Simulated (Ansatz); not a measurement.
**Ga2H2 (triplet): from Hartree-Fock to the top rungs, cc-pVDZ**

How much of the correlation energy of Ga2H2 (triplet) does each wave-function method recover here?

Computed with Ansatz 0.2.0, Gaussian basis. Level: cc-pVDZ, core rule «outside noble gas», up to 28 orbitals frozen.

To be run: UHF; CCSD(T) on ROHF; CCSD(T) on UHF; BCCD(T) on ROHF; CISD; CCSDT(Q) on ROHF; CCSDT(Q) on UHF; CCSDTQ on ROHF; CCSDTQ on UHF; CASSCF and MRCISD+Q, 8 electrons in 10 orbitals; CASSCF and MRCISD+Q(relaxed), 8 electrons in 10 orbitals; CASSCF and NEVPT2, 8 electrons in 10 orbitals.

14 further runs of the same task are left out: 8 for a known fault of the program, 6 set aside as unsound or not needed.

## Step 1: The system

The geometry is a PBE0/def2-TZVP stationary point (not a proven minimum). No spin-orbit coupling is included. The filled d shell of Ga may be among the frozen orbitals whatever the setting's name suggests; the logs give the count.

4 atoms, charge 0, spin multiplicity 3.

Atoms are counted from 1 here; the program's logs count them from 0.

Bond lengths: Ga1–Ga2 2.482 Å, Ga1–H3 1.564 Å, Ga1–H4 1.564 Å. Angles: Ga2–Ga1–H3 114.7°, Ga2–Ga1–H4 114.7°, H3–Ga1–H4 130.7°.

## Step 2: UHF

Input file in.yaml:

```yaml
crystal:
  periodic: [false, false, false]
  atoms:
    - {symbol: Ga, position_ang: [0.000000, 0.000000, -1.214166]}
    - {symbol: Ga, position_ang: [0.000000, 0.000000, 1.268134]}
    - {symbol: H, position_ang: [0.000000, 1.421600, -1.866566]}
    - {symbol: H, position_ang: [0.000000, -1.421600, -1.866566]}
basis:
  gaussian: {orbitals: cc-pVDZ}
magnetization: {spin_polarized: true, initial_magnetization: 2}
hamiltonian: {xc: hf}
output: {orbitals: {seedname: orbitals}}
```

On the command line:

```console
ansatz run in.yaml --threads 1 --pin off --events-out ev --progress --plain --max-ram 4096MiB --backend cpu
```

After this run come: CCSD(T) on ROHF; CCSD(T) on UHF; BCCD(T) on ROHF; CISD; CCSDT(Q) on ROHF; CCSDT(Q) on UHF; CCSDTQ on ROHF; CCSDTQ on UHF; CASSCF and MRCISD+Q, 8 electrons in 10 orbitals; CASSCF and MRCISD+Q(relaxed), 8 electrons in 10 orbitals; CASSCF and NEVPT2, 8 electrons in 10 orbitals.

**Question.** What will the summary of the whole plan be? Wanted: UCCSDTQ below the RHF energy; RMP2 from UCCSDTQ; UMP2 from UCCSDTQ; RCCSD from UCCSDTQ; RCCSD(T) from UCCSDTQ; UCCSD(T) from UCCSDTQ; RCCSDT(Q) from UCCSDTQ; UCCSDT(Q) from UCCSDTQ; NEVPT2 valence from UCCSDTQ.

As calculated:

```
                              quantity                                                                                                 value
          UCCSDTQ below the RHF energy                                                                                            -3.7359 eV
                     RMP2 from UCCSDTQ                                                                                            +976.5 meV
                     UMP2 from UCCSDTQ                                                                                            +979.1 meV
                    RCCSD from UCCSDTQ                                                                                            +146.4 meV
                 RCCSD(T) from UCCSDTQ                                                                                             +46.3 meV
                 UCCSD(T) from UCCSDTQ                                                                                             +36.4 meV
                RCCSDT(Q) from UCCSDTQ                                                                                             +10.8 meV
                UCCSDT(Q) from UCCSDTQ                                                                                              +1.0 meV
           NEVPT2 valence from UCCSDTQ                                                                                            +610.8 meV
         MRCISD+Q valence from UCCSDTQ                                                                                              +4.3 meV
MRCISD+Q(relaxed) valence from UCCSDTQ                                                                                             -19.9 meV
     levels within 1 kcal/mol (43 meV)  UCCSD(T), RCCSDT, UCCSDT, RCCSDT(Q), UCCSDT(Q), RCCSDTQ, MRCISD+Q valence, MRCISD+Q(relaxed) valence
                         T1 diagnostic                                                                                                 0.029
        effectively unpaired electrons                                                                                                  2.03
```

In words: RCCSD(T) misses by +46.3 meV, 1.2 % of the correlation energy. One determinant dominates. Of the multireference levels listed MRCISD+Q valence comes nearest in total energy (+4.3 meV), which doesn't show that its space is the better one. These misses are within one basis, not against nature; the frozen cores of restricted and unrestricted runs differ, which can shift their rows.
